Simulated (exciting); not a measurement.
# AlIn (P6/mmm) in exciting: reference runs

Aim: a first look at AlIn with PBEsol, on the cell as given.

Program: exciting (release sodium). These are calculated values, not measurements. Logs are shortened: lines on timing, memory, paths and dates and some standing lists are left out, and cuts for length are marked.

### 1 The structure

The structure is hexagonal, space group P6/mmm (No. 191). Conventional cell: a = 3.054 Å, b = 3.054 Å, c = 5.828 Å, α = 90.00°, β = 90.00°, γ = 120.00°. Al (site symmetry 6/mmm) has 2 In at 2.91 Å and 6 Al at 3.05 Å as nearest neighbours. In (site symmetry 6/mmm) is surrounded by 2 Al at 2.91 Å and 6 In at 3.05 Å.

The cell was built by a generator and needn't be a form met in nature.

### 2 Single point, PBEsol

File input.xml:

```xml
<input>
  <title>AlIn</title>
  <structure speciespath="./" tshift="false">
    <crystal scale="1">
      <basevect>5.771469249003 0.000000000000 0.000000000000</basevect>
      <basevect>-2.885744073132 4.998250010590 0.000000000000</basevect>
      <basevect>0.000000000000 0.000000000000 11.013361648841</basevect>
    </crystal>
    <species speciesfile="Al.xml" rmt="2">
      <atom coord="0.000000000000 0.000000000000 0.000000000000"/>
    </species>
    <species speciesfile="In.xml" rmt="2.3">
      <atom coord="0.000000000000 0.000000000000 0.500000000000"/>
    </species>
  </structure>
  <groundstate do="fromscratch" ngridk="10 10 5" rgkmax="7.8" gmaxvr="14" lmaxapw="10" lmaxmat="10" lmaxvr="8" xctype="GGA_PBE_SOL" stype="Fermi Dirac" swidth="0.00183747" nempty="10" ValenceRelativity="iora*" epsengy="1e-05" epspot="1e-05" maxscl="60" tforce="true" outputlevel="normal"/>
</input>
```

Potentials or basis: all-electron LAPW+lo, shipped species files, valence relativity iora*.

Started as:

```
$ OMP_NUM_THREADS=1 exciting_smp
```

INFO.OUT:

```text
================================================================================
EXCITING SODIUM started
[... 10 lines left out ...]

 Lattice vectors (cartesian) :
      5.7714692490      0.0000000000      0.0000000000
     -2.8857440731      4.9982500106      0.0000000000
      0.0000000000      0.0000000000     11.0133616488

 Reciprocal lattice vectors (cartesian) :
      1.0886630485      0.6285405759     -0.0000000000
      0.0000000000      1.2570770357      0.0000000000
      0.0000000000     -0.0000000000      0.5705056737

 Unit cell volume                           :     317.7051553587
 Brillouin zone volume                      :       0.7807560226

 Species :    1 (Al)
     parameters loaded from                 :    Al.xml
     name                                   :    aluminium
     nuclear charge                         :     -13.00000000
     electronic charge                      :      13.00000000
     atomic mass                            :   49184.33493000
     muffin-tin radius                      :       2.00000000
     # of radial points in muffin-tin       :     300

     atomic positions (lattice) :
       1 :   0.00000000  0.00000000  0.00000000

 Species :    2 (In)
     parameters loaded from                 :    In.xml
     name                                   :    indium
     nuclear charge                         :     -49.00000000
     electronic charge                      :      49.00000000
     atomic mass                            :  209300.41010000
     muffin-tin radius                      :       2.30000000
     # of radial points in muffin-tin       :     400

     atomic positions (lattice) :
       1 :   0.00000000  0.00000000  0.50000000

 Total number of atoms per unit cell        :       2

 Spin treatment                             :    spin-unpolarised

 Number of Bravais lattice symmetries       :       4
 Number of crystal symmetries               :       4

 k-point grid                               :      10   10    5
 Total number of k-points                   :     156
 k-point set is reduced with crystal symmetries

 R^MT_min * |G+k|_max (rgkmax)              :       7.80000000
 Species with R^MT_min                      :       1 (Al)
 Maximum |G+k| for APW functions            :       3.90000000
 Maximum |G| for potential and density      :      14.00000000

 G-vector grid sizes                        :      27    27    50
 Total number of G-vectors                  :   14671

 Maximum angular momentum used for
     APW functions                          :      10
     computing H and O matrix elements      :      10
     potential and density                  :       8
     inner part of muffin-tin               :       2

 Total nuclear charge                       :     -62.00000000
 Total electronic charge                    :      62.00000000
 Total core charge                          :      34.00000000
 Total valence charge                       :      28.00000000

 Number of empty states                     :      10
 Total number of valence states             :      25

 Maximum Hamiltonian size                   :     356
 Maximum number of plane-waves              :     332
 Total number of local-orbitals             :      24

 Exchange-correlation type                  :      22
     PBEsol, Phys. Rev. Lett. 100, 136406 (2008)
     Generalised gradient approximation (GGA)

[... 20 lines left out ...]
+ SCF iteration number :    1                                                  +
++++++++++++++++++++++++++++++++++++++++++++++++++++++++++++++++++++++++++++++++
 Total energy                               :     -6116.35432860
 _______________________________________________________________
 Fermi energy                               :         0.21406724
 Kinetic energy                             :      6424.99320124
 Coulomb energy                             :    -12366.03745906
 Exchange energy                            :      -171.75247058
 Correlation energy                         :        -3.55760021

 DOS at Fermi energy (states/Ha/cell)       :        47.52389417

 Electron charges :
     core                                   :        34.00000000
     core leakage                           :         0.00207960
     valence                                :        28.00000000
     interstitial                           :         4.56486162
     charge in muffin-tin spheres :
                  atom     1    Al          :        10.82075797
                  atom     2    In          :        46.61438041
     total charge in muffin-tins            :        57.43513838
     total charge                           :        62.00000000

++++++++++++++++++++++++++++++++++++++++++++++++++++++++++++++++++++++++++++++++
+ SCF iteration number :    2                                                  +
++++++++++++++++++++++++++++++++++++++++++++++++++++++++++++++++++++++++++++++++
 Total energy                               :     -6121.56537423
 _______________________________________________________________
 Fermi energy                               :         0.21283193
 Kinetic energy                             :      6421.18974905
 Coulomb energy                             :    -12367.36593440
 Exchange energy                            :      -171.82969492
 Correlation energy                         :        -3.55949395

 DOS at Fermi energy (states/Ha/cell)       :        61.65312212

 Electron charges :
     core                                   :        34.00000000
     core leakage                           :         0.00206305
     valence                                :        28.00000000
     interstitial                           :         4.52318534
     charge in muffin-tin spheres :
                  atom     1    Al          :        10.78013368
                  atom     2    In          :        46.69668098
     total charge in muffin-tins            :        57.47681466
     total charge                           :        62.00000000
[... 354 lines left out ...]
++++++++++++++++++++++++++++++++++++++++++++++++++++++++++++++++++++++++++++++++
+ SCF iteration number :   15                                                  +
++++++++++++++++++++++++++++++++++++++++++++++++++++++++++++++++++++++++++++++++
 Total energy                               :     -6122.92408612
 _______________________________________________________________
 Fermi energy                               :         0.20668394
 Kinetic energy                             :      6420.13801024
 Coulomb energy                             :    -12367.64449072
 Exchange energy                            :      -171.85804480
 Correlation energy                         :        -3.55956084

 DOS at Fermi energy (states/Ha/cell)       :        62.32447854

 Electron charges :
     core                                   :        34.00000000
     core leakage                           :         0.00203508
     valence                                :        28.00000000
     interstitial                           :         4.50273093
     charge in muffin-tin spheres :
                  atom     1    Al          :        10.79375088
                  atom     2    In          :        46.70351819
     total charge in muffin-tins            :        57.49726907
     total charge                           :        62.00000000

 RMS change in effective potential (target) :  0.492834E-08  ( 0.100000E-04)
 Absolute change in total energy   (target) :  0.228401E-05  ( 0.100000E-04)
 Charge distance                   (target) :  0.194308E-08  ( 0.100000E-04)
 Abs. change in max-nonIBS-force   (target) :   0.00000      ( 0.500000E-04)

++++++++++++++++++++++++++++++++++++++++++++++++++++++++++++++++++++++++++++++++
| Convergency criteria checked for the last 2 iterations                       +
| Convergence targets achieved. Performing final SCF iteration                 +
++++++++++++++++++++++++++++++++++++++++++++++++++++++++++++++++++++++++++++++++
 Total energy                               :     -6122.92408480
 _______________________________________________________________
 Fermi energy                               :         0.20668394
 Kinetic energy                             :      6420.13801085
 Coulomb energy                             :    -12367.64449005
 Exchange energy                            :      -171.85804476
 Correlation energy                         :        -3.55956084

 DOS at Fermi energy (states/Ha/cell)       :        62.32447681

 Electron charges :
     core                                   :        34.00000000
     core leakage                           :         0.00203508
     valence                                :        28.00000000
     interstitial                           :         4.50273093
     charge in muffin-tin spheres :
                  atom     1    Al          :        10.79375089
                  atom     2    In          :        46.70351818
     total charge in muffin-tins            :        57.49726907
     total charge                           :        62.00000000

++++++++++++++++++++++++++++++++++++++++++++++++++++++++++++++++++++++++++++++++
+ Self-consistent loop stopped                                                 +
++++++++++++++++++++++++++++++++++++++++++++++++++++++++++++++++++++++++++++++++
 STATE.OUT is written

--------------------------------------------------------------------------------
- Writing atomic positions and forces                                          -
--------------------------------------------------------------------------------

 Atomic positions (lattice) :
 atom     1  Al  :     0.00000000    0.00000000    0.00000000
 atom     2  In  :     0.00000000    0.00000000    0.50000000

 Total atomic forces including IBS (cartesian) :
 atom     1  Al  :     0.00000000    0.00000000    0.00000000
 atom     2  In  :     0.00000000    0.00000000    0.00000000

 Atomic force components including IBS (cartesian) :
 atom     1  Al  :     0.00000000    0.00000000    0.00000000   HF force
                 :     0.00000000    0.00000000    0.00000000   core correction
                 :     0.00000000    0.00000000    0.00000000   IBS correction
 atom     2  In  :     0.00000000    0.00000000    0.00000000   HF force
                 :     0.00000000    0.00000000    0.00000000   core correction
                 :     0.00000000    0.00000000    0.00000000   IBS correction

********************************************************************************
[... 7 lines left out ...]
| EXCITING SODIUM stopped                                                      =
================================================================================
```

Run time: 6.8 min. Hardware: 1 thread of Arm Neoverse V1, shared host; peak memory 0.14 GiB.

Results:

| Item | Value |
| --- | --- |
| Free energy | -166613.2697 eV |
| Band gap on the k mesh | none (metal or under the smearing width) |
| All electrons inside the program's atomic spheres | Al 10.79; In 46.70 (radii Al 2.0, In 2.3 bohr) |

Caveat: the log's total energy holds no entropy term; the free energy is that total less TS from the occupations.
